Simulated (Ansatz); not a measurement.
# NbP: bands on a dense mesh

Is NbP a metal, and what do its states look like over the zone? Levels and slopes are computed on a dense mesh; the geometry is as given.

Method: DFT PBE, spin-orbit coupling, plane waves, PAW; levels and slopes on a dense k mesh at the converged density, in Ansatz 0.2.0.

## 1. The starting structure

Symmetry: I4_1md, No. 109, tetragonal system. Conventional cell: a = 3.350 Å, b = 3.350 Å, c = 11.480 Å, α = 90.00°, β = 90.00°, γ = 90.00°. Nb (site symmetry 2mm) has 6 P at 2.55 Å as nearest neighbours. P (site symmetry 2mm) has 6 Nb at 2.55 Å as nearest neighbours.

As a file:

```cif
data_structure
_symmetry_space_group_name_H-M 'P 1'
_symmetry_Int_Tables_number 1
_cell_length_a 6.2096
_cell_length_b 6.2096
_cell_length_c 6.2096
_cell_angle_alpha 148.704
_cell_angle_beta 148.704
_cell_angle_gamma 44.848
_cell_volume 64.41
loop_
_atom_site_label
_atom_site_type_symbol
_atom_site_fract_x
_atom_site_fract_y
_atom_site_fract_z
_atom_site_occupancy
Nb1 Nb 0.49988 0.49988 0.00000 1
Nb2 Nb 0.24988 0.74988 0.50000 1
P1 P 0.08275 0.08275 0.00000 1
P2 P 0.83275 0.33275 0.50000 1
```

The structure comes from the Materials Project (structure only) and is not relaxed.

## 2. The run

input.yaml reads:

```yaml
crystal:
  lattice:
    - [-1.67492325, 1.67492325, 5.74010818]
    - [1.67492325, -1.67492325, 5.74010818]
    - [1.67492325, 1.67492325, -5.74010818]
  atoms:
    - { symbol: Nb, position: [0.4998808, 0.4998808, 0.0] }
    - { symbol: Nb, position: [0.2498808, 0.7498808, 0.5] }
    - { symbol: P, position: [0.08274777, 0.08274777, 0.0] }
    - { symbol: P, position: [0.83274777, 0.33274777, 0.5] }
basis:
  ecutwfc: 420
kpoints:
  mp_grid: { grid: [16, 16, 16] }
hamiltonian:
  xc: pbe
scf:
  occupations: { method: gaussian, width: 0.05 }
output:
  forces: true
  eigenvalues: true
  eigenstates:
    nscf_kmesh: { grid: [20, 20, 20] }
    top_band: c12
    de_dk: true
    localisation: true
  stress: true
checkpoint:
  write: ck
  compress: false
  write_wavefunctions: false
  write_every: 100000
magnetization:
  noncollinear: true
  spin_orbit: true
```

The run is started by

```bash
$ ansatz run input.yaml --threads 1 --pin off --max-ram 3072MiB --backend cpu --events-out ev --progress --plain --runs-dir out
```

**Question.** What will these runs give? Wanted: bands with resolved sheets at the Fermi level; density of states at the Fermi level; intraband plasma frequencies, principal values in rising order.

The runs gave:

| quantity | value |
| --- | --- |
| bands with resolved sheets at the Fermi level | 2 |
| density of states at the Fermi level | 0.11 states/eV per cell |
| intraband plasma frequencies, principal values in rising order | 0.41, 0.56 and 0.56 eV |

**Reading.** Two bands cross the Fermi level with sheets large enough to resolve; this is a low-carrier metal with small pockets. Band 37 adds most to the density of states (0.055 states/eV), with a mean Fermi speed of 2.5 × 10⁵ m/s. Band 35 (filled): the spin expectation value has a mean length of 1.0, partly in and partly out of the plane; near Γ it winds anticlockwise, at right angles to k (Rashba-like). Necks and pockets thinner than about two mesh steps aren't resolved.
